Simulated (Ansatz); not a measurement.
# ClH7OSi2: the cost of one run

Method: RHF/6-31G*, in Ansatz 0.2.0.

### Step 1. The system as given

Bond lengths: Si1–Cl3 2.130 Å, Si1–H4 1.459 Å, Si1–H5 1.459 Å, Si1–O6 1.980 Å, O6–Si7 1.680 Å, Si7–H8 1.460 Å, Si7–H9 1.460 Å, Si7–H10 1.460 Å. Angles: Cl3–Si1–H4 109.5°, Cl3–Si1–H5 109.5°, Cl3–Si1–O6 67.1°, H4–Si1–H5 109.5°, H4–Si1–O6 72.9°, H5–Si1–O6 176.5°, Si1–O6–Si7 125.0°, O6–Si7–H8 109.5°, O6–Si7–H9 109.5°, O6–Si7–H10 109.5°, H8–Si7–H9 109.4°, H8–Si7–H10 109.4°, H9–Si7–H10 109.4°.

Structure file:

```xyz
11

Si    0.0000    0.0000    0.0000
H     0.0000    0.0000    1.8100
Cl    2.0086    0.0000   -0.7093
H    -0.6877    1.1914   -0.4862
H    -0.6877   -1.1914   -0.4862
O     1.0384    1.5660    0.6243
Si    2.4112    1.4892    1.5897
H     2.8913    0.1115    1.6456
H     3.4519    2.3440    1.0260
H     2.0851    1.9452    2.9378
H     0.5308    0.8005    1.7351
```

### Step 2. Pulling towards end A

Springs on the bonds that form and break draw the guess towards this end; the thresholds are loose.

Input file input.yaml:

```yaml
crystal:
  periodic: [false, false, false]
  atoms:
    - { symbol: Si, position_ang: [0.0, 0.0, 0.0] }
    - { symbol: H, position_ang: [0.0, 0.0, 1.81] }
    - { symbol: Cl, position_ang: [2.0086, 0.0, -0.7093] }
    - { symbol: H, position_ang: [-0.6877, 1.1914, -0.4862] }
    - { symbol: H, position_ang: [-0.6877, -1.1914, -0.4862] }
    - { symbol: O, position_ang: [1.0384, 1.566, 0.6243] }
    - { symbol: Si, position_ang: [2.4112, 1.4892, 1.5897] }
    - { symbol: H, position_ang: [2.8913, 0.1115, 1.6456] }
    - { symbol: H, position_ang: [3.4519, 2.344, 1.026] }
    - { symbol: H, position_ang: [2.0851, 1.9452, 2.9378] }
    - { symbol: H, position_ang: [0.5308, 0.8005, 1.7351] }
basis:
  gaussian: { orbitals: "6-31G*" }
hamiltonian:
  xc: hf
relax:
  f_tol: 0.15
  max_steps: 25
  restrain:
    - { distance: [0, 5], at: 2.88, k: 30.0 }
    - { distance: [10, 1], at: 1.86, k: 30.0 }
    - { distance: [0, 1], at: 1.46, k: 30.0 }
    - { distance: [10, 5], at: 1.01, k: 30.0 }
```

The run is started by

```sh
ansatz run input.yaml --threads 1 --pin off --max-ram 2048MiB --backend cpu --events-out ev --progress --plain --runs-dir out
```

**Question.** How long does this run take on 1 thread of AMD EPYC 9R45 (Zen 5), shared host, and how much memory does it need?

About 17 s, with a peak of 0.19 GiB.
